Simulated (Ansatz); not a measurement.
I need a check of forces and pressure against finite differences of Nb (distorted cell). Use the Ansatz DFT code, driven from Python. Use (first run): PBEsol, PAW, cutoff 540 eV, 6×6×6 k-points, Fermi-Dirac smearing of 0.05 eV.

```xyz
1
Lattice="0.0190 2.0870 2.1152 2.1156 -0.0089 2.1431 2.1207 2.1199 -0.0140" Properties=species:S:1:pos:R:3 pbc="T T T"
Nb    0.0000    0.0000    0.0000
```

`fdcheck.py`:
```python
# -*- coding: utf-8 -*-
"""Forces and pressure of Nb against finite differences of the energy with displaced atoms."""

import ansatz as az
import numpy as np

SETTINGS = {
    "functional": "pbesol",
    "smearing": "fermi_dirac",
    "sigma": 0.05,
    "ecut": 540,
    "kmesh": (6, 6, 6),
    "scf_tol": 1e-09,
}

VECTORS = np.array([
    [0.01897, 2.08699, 2.11524],
    [2.1156, -0.00886, 2.14308],
    [2.12073, 2.11995, -0.01399],
])
SITES = [
    ("Nb", [0.0, 0.0, 0.0]),
]


def crystal_on(cell):
    crystal = az.Crystal(lattice=az.Lattice.of(cell))
    for symbol, position in SITES:
        crystal = crystal.atom(symbol, position)
    return crystal

def solve(crystal):
    return (
        crystal.calculation()
        .functional(SETTINGS["functional"])
        .occupations(SETTINGS["smearing"], width=SETTINGS["sigma"])
        .basis(SETTINGS["ecut"], xc_grid=2)
        .kpoints(*SETTINGS["kmesh"])
        .scf(tolerance=SETTINGS["scf_tol"])
        .forces()
        .stress()
        .run(threads=1)
    ).report


centre = solve(crystal_on(VECTORS))
start = crystal_on(VECTORS)
# move one atom both ways along a Cartesian axis
# P = -dF/dV; the difference feels the change of the plane-wave count with the cell
volume = abs(np.linalg.det(VECTORS))
larger, smaller = (solve(crystal_on(VECTORS * (1 + sign * 0.005) ** (1 / 3)))["lagrangian_ev"] for sign in (1, -1))
numerical = -(larger - smaller) / (0.01 * volume) * 160.21766
print(f"pressure: analytic {np.trace(centre['stress_gpa']) / 3:.3f}, numerical {numerical:.3f} GPa")
```

```console
$ python fdcheck.py
DeckWarning: output.stress: scf.convergence.dr2_threshold = 1e-9 eV is looser than the 1e-10 eV advised for a printed stress (1e-10 eV for each atom of the cell: 1). What an SCF threshold leaves in a [...]
pressure: analytic -7.127, numerical -7.124 GPa
```
(Warnings from the package without file and line, shortened.)

The run is spin-unpolarised. The mesh is modest for a metal, so energies can be off by several to tens of meV an atom and pressures by half a GPa or more; differences at equal mesh fare better. Pressure is positive in compression. The cell is a database structure, distorted on purpose. The central difference errs as the square of the step, so the shorter step is the fairer test; what remains comes from the finite grid and the SCF threshold. It ran for 4.4 s on 1 thread of Intel(R) Xeon(R) Platinum 8488C (Sapphire Rapids), on a shared host, peak memory 0.41 GiB.

(Lines on the test bed's own set-up are left out of the output.)
